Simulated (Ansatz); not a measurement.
# Yb2Al6Cu: the cost of one run

Program: Ansatz 0.2.0. Level of theory: DFT PBE, scalar-relativistic, plane waves, PAW, unless a step names another level. These are calculated values, not measurements.

2 further runs of the same task are left out: 2 that didn't finish.

## (1) The structure to begin with

The structure is cubic, space group Fm-3m (No. 225). Conventional cell: a = 8.769 Å, b = 8.769 Å, c = 8.769 Å, α = 90.00°, β = 90.00°, γ = 90.00°. Around Yb (site symmetry -43m) lie 12 Al at 3.11 Å. Al (site symmetry 4mm) is surrounded by 1 Cu at 2.44 Å and 4 Al at 2.75 Å. Cu (site symmetry m-3m) has 6 Al at 2.44 Å as nearest neighbours.

Coordinates:

```
CELL_PARAMETERS angstrom
0.00000 4.38447 4.38447
4.38447 0.00000 4.38447
4.38447 4.38447 0.00000
ATOMIC_POSITIONS crystal
Yb 0.25000 0.25000 0.25000
Yb 0.75000 0.75000 0.75000
Al 0.77807 0.22193 0.77807
Al 0.77807 0.22193 0.22193
Al 0.77807 0.77807 0.22193
Al 0.22193 0.77807 0.22193
Al 0.22193 0.22193 0.77807
Al 0.22193 0.77807 0.77807
Cu 0.50000 0.50000 0.50000
```

It is the end of an earlier relaxation with the same method, from a database cell with other species swapped in; it needn't be the stable form of this composition. At a tolerance of 0.05 Å it has space group Fm-3m (No. 225); it has 18.73 Å³/atom, an uncorrected energy of -0.32 eV/atom over the elements.

## (2) Bands, states and charges

input.yaml reads:

```yaml
crystal:
  lattice:
    - [0.0, 4.3844695712, 4.3844695712]
    - [4.3844695712, 0.0, 4.3844695712]
    - [4.3844695712, 4.3844695712, 0.0]
  atoms:
    - { symbol: Yb, position: [0.25, 0.25, 0.25] }
    - { symbol: Yb, position: [0.75, 0.75, 0.75] }
    - { symbol: Al, position: [0.7780745872, 0.2219254128, 0.7780745872] }
    - { symbol: Al, position: [0.7780745872, 0.2219254128, 0.2219254128] }
    - { symbol: Al, position: [0.7780745872, 0.7780745872, 0.2219254128] }
    - { symbol: Al, position: [0.2219254128, 0.7780745872, 0.2219254128] }
    - { symbol: Al, position: [0.2219254128, 0.2219254128, 0.7780745872] }
    - { symbol: Al, position: [0.2219254128, 0.7780745872, 0.7780745872] }
    - { symbol: Cu, position: [0.5, 0.5, 0.5] }
basis:
  ecutwfc: 420
kpoints:
  mp_grid: { grid: [8, 8, 8] }
  band_path:
    path:
      - [[0.0, 0.0, 0.0], [0.5, 0.0, 0.5], [0.625, 0.25, 0.625]]
      - [[0.375, 0.375, 0.75], [0.0, 0.0, 0.0], [0.5, 0.5, 0.5], [0.5, 0.25, 0.75], [0.5, 0.0, 0.5]]
    npoints: 14
hamiltonian:
  xc: pbe
scf:
  occupations: { method: gaussian, width: 0.1 }
  n_extra_bands: 22
output:
  forces: true
  stress: true
  eigenvalues: true
  populations: true
  dos: { projected: true, de: 0.02, nscf_kmesh: { grid: [10, 10, 10] } }
  bader: true
  write_density: true
  write_potential: true
  elf: true
  volumetric_format: npy
```

On the command line:

```bash
$ ansatz run input.yaml --threads 1 --pin off --max-ram 2048MiB --backend cpu --events-out ev --progress --plain --runs-dir out
```

**Question.** How long does this run take on 1 thread of Arm Neoverse V1, shared host, and how much memory does it need?

About 2.5 min, with a peak of 0.8 GiB.
